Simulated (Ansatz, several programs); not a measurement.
InGa3P4 as one 8-atom ordering (Amm2) on the zincblende lattice, relaxed with r2SCAN in Ansatz (plane waves, PAW): it is orthorhombic, Amm2 (No. 38); conventional cell a = 3.933 Å, b = 7.878 Å, c = 11.152 Å, 21.59 Å³ an atom. Ga is surrounded by 4 P at 2.38–2.41 Å; Ga is surrounded by 4 P at 2.34–2.41 Å; In is surrounded by 4 P at 2.49–2.51 Å; P is surrounded by 4 Ga at 2.41 Å; P is surrounded by 3 Ga at 2.38 Å and 1 In at 2.51 Å; P is surrounded by 2 Ga at 2.34 Å and 2 In at 2.49 Å. The cell was then scaled with its shape and fractional coordinates held, which makes it stiffer than a relaxed compression. No spin polarisation and no zero-point or thermal motion; the cell was built from a prototype and may be hypothetical.

| V (Å³/atom) | E (meV/atom) |
| --- | --- |
| 20.298 | 22.17 |
| 21.593 | 0.00 |
| 22.241 | 4.72 |
| 22.889 | 17.89 |

Q: Pass a cubic E = c₀ + c₁u + c₂u² + c₃u³, with u = V − 21.755 Å³, through these points.

A: c₀ = 0.30, c₁ = +3.746, c₂ = 11.467, c₃ = -0.9641 (meV and Å³).

Q: Where is the minimum, and what bulk modulus follows?

A: dE/du = 0 at u = -0.160, so V₀ = 21.59 Å³. B = V₀ d²E/dV² = 21.59 × (2c₂ + 6c₃u) = 21.59 × 23.861 = 515 meV/Å³, and 1 meV/Å³ is 0.16022 GPa: 83 GPa. A third-order Birch-Murnaghan fit to all five points gives 21.59 Å³ and 82 GPa.

Q: Predict the energy and the pressure at the withheld volume, 20.946 Å³.

A: With u = -0.809: E ≈ 5.28 meV and P = −dE/dV ≈ +2.68 GPa. The run gives 5.23 meV and, from its stress, +2.66 GPa.
